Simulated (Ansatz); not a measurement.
# TaN: a tetragonal deformation path

One table from this session's results is given with a row withheld; the runs are named, their logs left out.

Method: DFT LDA, scalar-relativistic, plane waves, PAW, in Ansatz 0.2.0.

**The system as given**

The structure is cubic, space group Fm-3m (No. 225). Conventional cell: a = 4.358 Å, b = 4.358 Å, c = 4.358 Å, α = 90.00°, β = 90.00°, γ = 90.00°. Ta (site symmetry m-3m) is surrounded by 6 N at 2.18 Å. N (site symmetry m-3m) has 6 Ta at 2.18 Å as nearest neighbours.

As a file:

```
Ta N
1.0
     0.00000    2.17900    2.17900
     2.17900    0.00000    2.17900
     2.17900    2.17900    0.00000
Ta N
1 1
Direct
  0.50000 0.50000 0.50000
  0.00000 0.00000 0.00000
```

Source of the structure: the Crystallography Open Database.

The first run:

File input.yaml:

```yaml
crystal:
  lattice:
    - [0.0, 2.179, 2.179]
    - [2.179, 0.0, 2.179]
    - [2.179, 2.179, 0.0]
  atoms:
    - { symbol: Ta, position: [0.5, 0.5, 0.5] }
    - { symbol: "N", position: [0.0, 0.0, 0.0] }
basis:
  ecutwfc: 420
kpoints:
  mp_grid: { grid: [8, 8, 8] }
hamiltonian:
  xc: lda
scf:
  occupations: { method: gaussian, width: 0.1 }
output:
  forces: true
  stress: true
  eigenvalues: true
```

Steps of the session up to this table: Probe: one point at the start; The reference: the undisturbed cell on the scan's mesh; ρ = 0.707; ρ = 1.414; Point ρ = 0.850; Point ρ = 1.200; ρ = 0.780; Point ρ = 1.300; Point ρ = 0.920; ρ = 1.100; ρ = 0.650.

One of the session's tables, all rows but one given; the rest of the session is left out.

It belongs to the step «The scan collected». Collected from the runs (energy zero: the undisturbed cell):

| ρ | ΔE (meV/atom) | pressure (GPa) |
| --- | --- | --- |
| 0.650 | 4049.6 | 168.3 |
| 0.707 | 2399.3 | 119.8 |
| 0.780 | 1091.3 | 60.1 |
| 0.850 | 430.8 | 23.6 |
| 0.920 | 108.5 | 4.1 |
| 1.000 | 0.0 | -2.5 |
| 1.100 | 101.5 | 5.5 |
| 1.200 | 304.8 | 23.9 |
| 1.300 | ? | ? |
| 1.414 | 983.2 | 80.0 |

Q: Estimate the row for ρ = 1.300 from the others.

Worked estimate for «ΔE (meV/atom)». A straight line through the neighbours (1.200, 304.8) and (1.414, 983.2) gives 304.8 + (983.2 − 304.8) × (1.300 − 1.200) / (1.414 − 1.200) = 621.8; a parabola fitted to 3 rows on both sides gives 580.5.

**Answer.** ΔE (meV/atom): 578.6; pressure (GPa): 47.9. In «ΔE (meV/atom)» the line misses by +43.2 and the parabola by +1.9.
